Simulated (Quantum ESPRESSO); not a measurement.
The system is Mo2C3.

```xyz
5
Lattice="3.9870 0.0000 0.0000 0.0000 3.9870 0.0000 0.0000 0.0000 3.9870" Properties=species:S:1:pos:R:3 pbc="T T T"
Mo    1.9935    1.9935    1.9935
Mo    0.0000    0.0000    0.0000
C     0.0000    1.9935    1.9935
C     1.9935    0.0000    1.9935
C     1.9935    1.9935    0.0000
```

The cell was built by a generator and needn't be a form met in nature.

| Property | Result |
| --- | --- |
| Program | Quantum ESPRESSO 7.5 |
| Task | phonons |
| Functional | AM05 |
| Potentials or basis | PseudoDojo 0.5 SR PBE standard |
| Cutoff | 1116 eV |
| Density cutoff | 4463 eV |
| k mesh | 4 × 4 × 4, shifted |
| Occupations | methfessel-paxton, width 0.136 eV |
| Spin | no spin polarisation |
| Mixing beta | 0.5 |
| Most SCF iterations | 120 |
| SCF threshold | 1e-09 Ry |

The cell and the atoms were relaxed first, to 12.08 Å³/atom (a = 3.923 Å, b = 3.923 Å, c = 3.923 Å, α = 90.00°, β = 90.00°, γ = 90.00°), and the response was taken there.

**Question.** What is the highest optical frequency at the zone centre?

**Answer.** 811 cm⁻¹, a mode of symmetry T1u (IR).

Optical modes at Γ, degenerate ones joined:
| cm⁻¹ | components | symmetry | active in |
| --- | --- | --- | --- |
| 552i | 3 | T2u | silent |
| 529i | 3 | T1u | IR |
| 234i | 3 | T1u | IR |
| 811 | 3 | T1u | IR |

Caveat: the k mesh is coarse (spacing up to 0.39 Å⁻¹), so the values aren't converged; the mesh is thin for the phonons of a metal; the potentials were made for another functional, which shifts forces and pressure; some modes are imaginary.
